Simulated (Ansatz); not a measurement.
Crystal: BiTe.

```
Bi Te
1.0
     0.00000    3.23500    3.23500
     3.23500    0.00000    3.23500
     3.23500    3.23500    0.00000
Bi Te
1 1
Cartesian
  0.0000 0.0000 0.0000
  3.2350 3.2350 3.2350
```

Base run:

| Property | Result |
| --- | --- |
| Program | Ansatz 0.2.0 |
| Functional | PBE |
| Potentials or basis | Ansatz PAW |
| Cutoff | 420 eV (not typed: the program's choice for these potentials) |
| k mesh | 7 × 7 × 7 |
| Occupations | fermi-dirac, width 0.05 eV |
| Spin | no spin polarisation |

Its results: band gap on the k mesh none (metal or under the smearing width); pressure 0.9 GPa.

Q: The run is repeated on the same cell with these changes: functional from PBE to r2SCAN; cutoff from 420 eV (not typed: the program's choice for these potentials) to 500 eV (not typed: the program's choice for these potentials). What comes out?

A: Band gap on the k mesh none (metal or under the smearing width); pressure 0.1 GPa.

Caveats: spin-orbit coupling is left out, which moves the levels of the heavy elements; the PAW data sets come from PBE, with cores solved anew for the run's functional, which leaves a small shift of forces and pressure (some runs).
